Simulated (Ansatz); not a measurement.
# KF (Carobbiite): properties at the relaxed cell

One table from this session's results is given with a row withheld; the runs are named, their logs left out.

Method: DFT PBE, scalar-relativistic, plane waves, PAW, in Ansatz 0.2.0.

## The starting structure

It takes space group Fm-3m (No. 225, cubic). The conventional cell has a = 5.419 Å, b = 5.419 Å, c = 5.419 Å, α = 90.00°, β = 90.00°, γ = 90.00°. K (site symmetry m-3m) is surrounded by 6 F at 2.71 Å. Around F (site symmetry m-3m) lie 6 K at 2.71 Å.

Coordinates:

```xyz
2
Lattice="0.0000 2.7094 2.7094 2.7094 0.0000 2.7094 2.7094 2.7094 0.0000" Properties=species:S:1:pos:R:3 pbc="T T T"
K     0.0000    0.0000    0.0000
F     2.7094    2.7094    2.7094
```

It is the result of an earlier relaxation at this level (volume 19.89 Å³/atom; gap on the mesh: 5.97 eV).

Set-up of the first run:

The input, input.yaml:

```yaml
crystal:
  lattice:
    - [0.0, 2.70936643, 2.70936643]
    - [2.70936643, 0.0, 2.70936643]
    - [2.70936643, 2.70936643, 0.0]
  atoms:
    - { symbol: K, position: [0.0, 0.0, 0.0] }
    - { symbol: F, position: [0.5, 0.5, 0.5] }
basis:
  ecutwfc: 420
kpoints:
  mp_grid: { grid: [8, 8, 8] }
  band_path:
    path:
      - [[0.0, 0.0, 0.0], [0.5, 0.0, 0.5], [0.625, 0.25, 0.625]]
      - [[0.375, 0.375, 0.75], [0.0, 0.0, 0.0], [0.5, 0.5, 0.5], [0.5, 0.25, 0.75], [0.5, 0.0, 0.5]]
    npoints: 14
hamiltonian:
  xc: pbe
scf:
  occupations: { method: gaussian, width: 0.02 }
  n_extra_bands: 6
output:
  forces: true
  stress: true
  eigenvalues: true
  populations: true
  dos: { projected: true, de: 0.02, nscf_kmesh: { grid: [12, 12, 12] } }
  bader: true
  write_density: true
  write_potential: true
  elf: true
  volumetric_format: npy
```

Command:

```console
$ ansatz run input.yaml --threads 1 --pin off --max-ram 2560MiB --backend cpu --events-out ev --progress --plain --runs-dir out
```

Among the steps run: Electronic structure at the relaxed geometry; Seeking the band edges over the whole zone; Levels beside the edges; The cell as listed, for comparison; Point at V/V0 = 0.97; Volume × 1.03; Point at V/V0 = 0.94; Point at V/V0 = 1.06; Volume × 0.91; The cell scaled to 1.10 of its volume; Volume × 0.88.

One table of the session follows, with a row left open; its other results are not shown here.

It belongs to the step «Equation of state». 

| volume (Å³/atom) | energy above the lowest point (meV/atom) | pressure (GPa) | gap on the mesh (eV) |
| --- | --- | --- | --- |
| 17.502 | 34.0 | 5.10 | 6.66 |
| 18.099 | 18.0 | 3.48 | 6.47 |
| 18.695 | 7.6 | 2.12 | 6.29 |
| 19.292 | 1.9 | 0.99 | 6.12 |
| 19.889 | 0.0 | 0.03 | 5.97 |
| 20.485 | ? | ? | ? |
| 21.082 | 5.6 | -1.44 | 5.69 |
| 21.877 | 14.6 | -2.18 | 5.52 |

**Question.** Estimate the row for volume (Å³/atom) = 20.485.

Worked estimate for «energy above the lowest point (meV/atom)». A straight line through the neighbours (19.889, 0.0) and (21.082, 5.6) gives 0.0 + (5.6 − 0.0) × (20.485 − 19.889) / (21.082 − 19.889) = 2.8; a parabola fitted to 4 rows on both sides gives 1.5.

As computed: energy above the lowest point (meV/atom): 1.4; pressure (GPa): -0.77; gap on the mesh (eV): 5.82. In «energy above the lowest point (meV/atom)» the line misses by +1.4 and the parabola by +0.1.
